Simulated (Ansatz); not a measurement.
2 structures of ZrC, a ranking of polymorphs by energy

Computed with Ansatz's Python interface.

Contents of `zrc_p6_3_mmc.extxyz`:
```text
4
Lattice="3.39147627 0.0 0.0 -1.69573814 2.93710461 0.0 0.0 0.0 5.290053" Properties=species:S:1:pos:R:3 pbc="T T T"
Zr   -0.00000002    1.95806975    1.32251325
Zr    1.69573815    0.97903486    3.96753975
C     0.00000000    0.00000000    0.00000000
C     0.00000000    0.00000000    2.64502650
```

Input file `zrc_fm_3m.vasp`:
```text
ZrC
1.0
   0.00000000    2.36500000    2.36500000
   2.36500000    0.00000000    2.36500000
   2.36500000    2.36500000    0.00000000
Zr C
1 1
Direct
   0.50000000    0.50000000    0.50000000
   0.00000000    0.00000000    0.00000000
```

The cells in order, each with its output:

In [1]:
```python
import csv
import warnings

import ansatz as az
from ase.io import read
import numpy as np
import spglib
```

In [2]:
```python
def solve(name, crystal):
    calc = (
        crystal.calculation()
        .basis(510)
        .functional("lda")
        .kpoints(spacing=0.14)
        .occupations("cold", width=0.1)
        .stress()
        .band_table()
    )
    calc = calc.relax(force_tolerance=0.01, fix_cell=["shape"])
    return calc.run(threads=1)
```

In [3]:
```python
def space_group(outcome):
    sites = outcome.report["lattice"]["sites"]
    kinds = sorted({site["symbol"] for site in sites})
    cell = (outcome.lattice.cell_ang, [site["position_frac"] for site in sites], [kinds.index(site["symbol"]) for site in sites])
    return spglib.get_spacegroup(cell, symprec=0.01)
```

In [4]:
```python
def pressure_gpa(outcome):
    return float(np.trace(outcome.report["stress_gpa"]) / 3)
```

In [5]:
```python
def volume_per_atom(outcome):
    return abs(np.linalg.det(outcome.lattice.cell_ang)) / len(outcome.lattice.sites)

warnings.simplefilter("ignore", az.DeckWarning)
```

In [6]:
```python
phases = {}
p6_3_mmc = az.Crystal.from_extxyz("zrc_p6_3_mmc.extxyz")
phases["P6_3/mmc"] = p6_3_mmc
atoms = read("zrc_fm_3m.vasp", format="vasp")
fm_3m = az.Crystal.from_ase(atoms)
phases["Fm-3m"] = fm_3m
```

In [7]:
```python
done = {}
for name, crystal in phases.items():
    try:
        done[name] = solve(name, crystal)
    except az.NonConvergedError as error:
        print(name, "did not converge:", str(error)[:120])
```

In [8]:
```python
energy = {name: o.report["energy_sigma0_ev"] / len(o.lattice.sites) for name, o in done.items()}
lowest = min(energy.values())
rows = [(name, len(o.lattice.sites), 1000 * (energy[name] - lowest), space_group(o), pressure_gpa(o), volume_per_atom(o)) for name, o in done.items()]
rows.sort(key=lambda row: row[2])
with open("polymorphs.csv", "w", newline="") as handle:
    writer = csv.writer(handle)
    writer.writerow(["phase", "atoms", "dE (meV/atom)", "space group", "P (GPa)", "V (A^3/atom)"])
    writer.writerows([round(v, 4) if isinstance(v, float) else v for v in row] for row in rows)
print(open("polymorphs.csv").read())
print("order:", " < ".join(row[0] for row in rows))
```
```text
phase,atoms,dE (meV/atom),space group,P (GPa),V (A^3/atom)
Fm-3m,2,0.0,Fm-3m (225),-0.0033,12.4995
P6_3/mmc,4,160.2225,P6_3/mmc (194),-0.0027,12.4814

order: Fm-3m < P6_3/mmc
```

By space group at the end of each run: Fm-3m (+0 meV an atom, 12.5 Å³) and P6_3/mmc (+160 meV an atom, 12.5 Å³).

Notes:
- The run is spin-unpolarised.
- Atoms and volume are relaxed with the cell's shape held, which in cells of lower than cubic symmetry can hide stresses and shift volumes.
- Pressure is positive in compression.
- The cells come from databases of deposited and of computed structures, and not all need be stable phases.
- The ranking holds among these structures alone, at zero temperature; the ground state may be another structure. Differences under 10 to 15 meV an atom lie within the error of mesh and functional.
- Timing: 99 s on 1 thread of Arm Neoverse V1, with other jobs on the host, peak memory 0.58 GiB.
